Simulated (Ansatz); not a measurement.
**Ga4Se3S: gaps at several levels of theory**

The task here is to estimate one member of a computed series from the others.

Method: DFT PBE+D3(BJ), scalar-relativistic, plane waves, PAW, in Ansatz 0.2.0.

That is the level of the relaxation; later steps name their own.

### Starting point

Symmetry: Pmn2_1, No. 31, orthorhombic system. The conventional cell has a = 3.708 Å, b = 6.422 Å, c = 15.773 Å, α = 90.00°, β = 90.00°, γ = 90.00°. Ga (site symmetry m) is surrounded by 1 Ga at 2.30 Å and 2 S at 2.46 Å and 1 Se at 2.46 Å. Ga (site symmetry m) is surrounded by 1 Ga at 2.30 Å and 2 Se at 2.46 Å and 1 S at 2.46 Å. Ga (site symmetry m) is surrounded by 1 Ga at 2.30 Å and 3 Se at 2.46 Å. S (site symmetry m) has 3 Ga at 2.46 Å as nearest neighbours. Se (site symmetry m) is surrounded by 3 Ga at 2.46 Å.

Coordinates:

```cif
data_structure
_symmetry_space_group_name_H-M 'P 1'
_symmetry_Int_Tables_number 1
_cell_length_a 7.4152
_cell_length_b 3.7076
_cell_length_c 15.7727
_cell_angle_alpha 90.000
_cell_angle_beta 90.000
_cell_angle_gamma 120.000
_cell_volume 375.54
loop_
_atom_site_label
_atom_site_type_symbol
_atom_site_fract_x
_atom_site_fract_y
_atom_site_fract_z
_atom_site_occupancy
Ga1 Ga 0.16667 0.66667 0.17700 1
Ga2 Ga 0.66667 0.66667 0.17700 1
Ga3 Ga 0.33333 0.33333 0.67700 1
Ga4 Ga 0.83333 0.33333 0.67700 1
Ga5 Ga 0.16667 0.66667 0.32300 1
Ga6 Ga 0.66667 0.66667 0.32300 1
Ga7 Ga 0.33333 0.33333 0.82300 1
Ga8 Ga 0.83333 0.33333 0.82300 1
S1 S 0.16667 0.66667 0.60000 1
Se1 Se 0.66667 0.66667 0.60000 1
S2 S 0.33333 0.33333 0.10000 1
Se2 Se 0.83333 0.33333 0.10000 1
Se3 Se 0.16667 0.66667 0.90000 1
Se4 Se 0.66667 0.66667 0.90000 1
Se5 Se 0.33333 0.33333 0.40000 1
Se6 Se 0.83333 0.33333 0.40000 1
```

Set-up of the first run:

(A quick probe on a coarse mesh, which set the mesh and smearing, is not shown.)

Contents of input.yaml:

```yaml
crystal:
  lattice:
    - [7.41519872, 0.0, 0.0]
    - [-1.85379968, 3.21087523, 0.0]
    - [0.0, 0.0, 15.77265479]
  atoms:
    - { symbol: Ga, position: [0.16666667, 0.66666667, 0.177] }
    - { symbol: Ga, position: [0.66666667, 0.66666667, 0.177] }
    - { symbol: Ga, position: [0.33333333, 0.33333333, 0.677] }
    - { symbol: Ga, position: [0.83333333, 0.33333333, 0.677] }
    - { symbol: Ga, position: [0.16666667, 0.66666667, 0.323] }
    - { symbol: Ga, position: [0.66666667, 0.66666667, 0.323] }
    - { symbol: Ga, position: [0.33333333, 0.33333333, 0.823] }
    - { symbol: Ga, position: [0.83333333, 0.33333333, 0.823] }
    - { symbol: S, position: [0.16666667, 0.66666667, 0.6] }
    - { symbol: Se, position: [0.66666667, 0.66666667, 0.6] }
    - { symbol: S, position: [0.33333333, 0.33333333, 0.1] }
    - { symbol: Se, position: [0.83333333, 0.33333333, 0.1] }
    - { symbol: Se, position: [0.16666667, 0.66666667, 0.9] }
    - { symbol: Se, position: [0.66666667, 0.66666667, 0.9] }
    - { symbol: Se, position: [0.33333333, 0.33333333, 0.4] }
    - { symbol: Se, position: [0.83333333, 0.33333333, 0.4] }
basis:
  ecutwfc: 420
kpoints:
  mp_grid: { grid: [6, 6, 2] }
hamiltonian:
  xc: pbe
  dispersion: d3bj
scf:
  occupations: { method: gaussian, width: 0.1 }
output:
  forces: true
  stress: true
  eigenvalues: true
relax:
  adjacent_minimum: "off"
  f_tol: 0.05
  max_steps: 80
  cell: { stress_tol: 0.5 }
```

Started as:

```sh
$ ansatz run input.yaml --threads 4 --pin off --max-ram 10240MiB --backend cpu --events-out ev --progress --plain --runs-dir out
```

Steps of the session up to this table: Coarse relaxation; Full relaxation; Band edges over the whole zone; Levels with PBE+D3(BJ); Levels with PBE+D3(BJ) on the hybrid's mesh; The run at HSE06; Levels with PBE+D3(BJ), spin-orbit coupling.

One table of the session follows, with a row left open; its other results are not shown here.

| level | gap (eV) | least direct gap (eV) |
| --- | --- | --- |
| PBE+D3(BJ) | 1.04 | 1.04 |
| PBE+D3(BJ) on the hybrid's mesh | 1.04 | 1.04 |
| HSE06 | ? | ? |
| PBE+D3(BJ), spin-orbit coupling | 1.02 | 1.02 |

Q: Estimate the row for HSE06 from the others.

**Answer.** gap (eV): 1.92; least direct gap (eV): 1.92. In the column «gap (eV)» it is the highest.

Gaps are by band count over the mesh and the named points; a gap of 0 means that the bands overlap or touch.
